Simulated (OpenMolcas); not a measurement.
# Dy³⁺ among point charges: CASSCF levels and susceptibility

Aim: the splitting of the states of Dy³⁺ in the field of 6 point charges, its lowest levels with spin-orbit coupling and its magnetic susceptibility.

The numbers are computed with OpenMolcas 26.06 (state-averaged CASSCF, spin-orbit coupling by RASSI with atomic mean-field integrals), except any that are marked as measured or tabulated.

## Step 1: The atom as given

- Species: Dy³⁺ (dysprosium, Z = 66, 63 electrons)
- Basis: ANO-RCC-VDZP [7s6p4d2f1g], 68 functions
- Scalar Hamiltonian: DKH2, point nucleus
- Inactive shells: 1s 2s 2p 3s 3p 3d 4s 4p 4d 5s 5p
- Active space: 9 electrons in 7 orbitals (4f)
- Some configurations of this space: 4f9
- Orbitals: optimised for the highest spin of each parity, averaged over all roots

The outer shells:

4f9
```
4f [↑↓][↑↓][↑ ][↑ ][↑ ][↑ ][↑ ]
```

The ion sits among 6 point charges of -1 e arranged as a tetragonal octahedron (D4h), 2.73 Å from the ion, with the axial distance 2.976 Å.

The work runs as a chain of OpenMolcas steps in one folder; each step below is one input file. Labels, J, g values, rates, χT and fits are worked out afterwards by a script from the matrices that RASSI stores. The input lists half of the charges; inversion (Group=XYZ) makes the rest.

## Step 2: One- and two-electron integrals

Contents of a.inp:

```
&GATEWAY
Coord
1

Dy 0.0 0.0 0.0
Basis=ANO-RCC-VDZP
Group=XYZ
NoMove
AngMom=0.0 0.0 0.0
AMFI
XField
3 Angstrom 0
2.730000 0.000000 0.000000 -1.000000
0.000000 2.730000 0.000000 -1.000000
0.000000 0.000000 2.975700 -1.000000
&SEWARD
```

On the command line:

```console
OMP_NUM_THREADS=1 MOLCAS_MEM=2252 MOLCAS_PROJECT=a pymolcas a.inp > a.log
```

## Step 3: CASSCF: sextets of odd parity, 21 roots

Contents of a.inp:

```
&RASSCF
FileOrb=start.orb
Symmetry=2
Spin=6
nActEl=9 0 0
Inactive=15 12
Ras2=0 7
CIRoot=21 21 1
SDav=21
CIMx=300
Iter=120 100
PrWF=0.3
OrbListing=Nothing
MaxOrb=0
>>> COPY $Project.JobIph JOB001
```

start.orb holds the contracted functions of the basis, ordered by shell, or the orbitals of the step before.

## Step 4: Reference wave functions, quartets of odd parity, 162 roots

Contents of a.inp:

```
&RASSCF
FileOrb=start.orb
Symmetry=2
Spin=4
nActEl=9 0 0
Inactive=15 12
Ras2=0 7
CIRoot=162 162 1
SDav=224
CIMx=300
Iter=120 100
PrWF=0.3
OrbListing=Nothing
MaxOrb=0
CIOnly
>>> COPY $Project.JobIph JOB002
```

## Step 5: Reference wave functions, doublets of odd parity, 162 roots

Contents of a.inp:

```
&RASSCF
FileOrb=start.orb
Symmetry=2
Spin=2
nActEl=9 0 0
Inactive=15 12
Ras2=0 7
CIRoot=162 162 1
SDav=490
CIMx=300
Iter=120 100
PrWF=0.3
OrbListing=Nothing
MaxOrb=0
CIOnly
>>> COPY $Project.JobIph JOB003
```

## Step 6: State interaction with spin-orbit coupling

Contents of a.inp:

```
&RASSI
NrOfJobIphs=3 21 108 41
1 2 3 4 5 6 7 8 9 10 11 12 13 14 15 16 17 18 19 20 21
1 2 3 4 5 6 7 8 9 10 11 12 13 14 15 16 17 18 19 20 21 22 23 24 25 26 27
28 29 30 31 32 33 34 35 36 37 38 39 40 41 42 43 44 45 46 47 48 49 50 51
52 53 54 55 56 57 58 59 60 61 62 63 64 65 66 67 68 69 70 71 72 73 74 75
76 77 78 79 80 81 82 83 84 85 86 87 88 89 90 91 92 93 94 95 96 97 98 99
100 101 102 103 104 105 106 107 108
1 2 3 4 5 6 7 8 9 10 11 12 13 14 15 16 17 18 19 20 21 22 23 24 25 26 27
28 29 30 31 32 33 34 35 36 37 38 39 40 41
IphNames
JOB001
JOB002
JOB003
EJob
SpinOrbit
DIPRint=1.0
SOCoupling=1000.0
Subsets=2
Property=9
'ANGMOM' 1 'ANGMOM' 2 'ANGMOM' 3 'MLTPL  1' 1 'MLTPL  1' 2 'MLTPL  1' 3
'AMFI' 1 'AMFI' 2 'AMFI' 3
SOProperty=3
'ANGMOM' 1 'ANGMOM' 2 'ANGMOM' 3
```

What does the calculation give? Wanted: spin-free ground state; first state of the same spin within the active space; lowest level; next level.

As calculated:

```
                                            quantity                                value
                                              method                               CASSCF
                              spin-free ground state      6A2, 1-fold in its orbital part
first state of the same spin within the active space                      6E at 20.2 cm⁻¹
                                        lowest level  2-fold E1/2, g = 0.94, 10.42, 10.42
                                          next level                             9.3 cm⁻¹
                                         χT at 300 K                      14.04 cm³ K/mol
                           effective moment at 300 K                             10.60 μB
```

**Reading.** The spin-free ground state (6A2) comes to 100 % from free-ion H terms and keeps the highest spin of the shell. The quartets, doublets rest on orbitals optimised for another spin in at least one step, which raises them against the optimised states. Not all states of the active space went into the spin-orbit step. High states of lower spin are left out of the spin-orbit mixing, and CASSCF puts spin-flip levels too high. This is an electrostatic model: the charges have no orbitals.
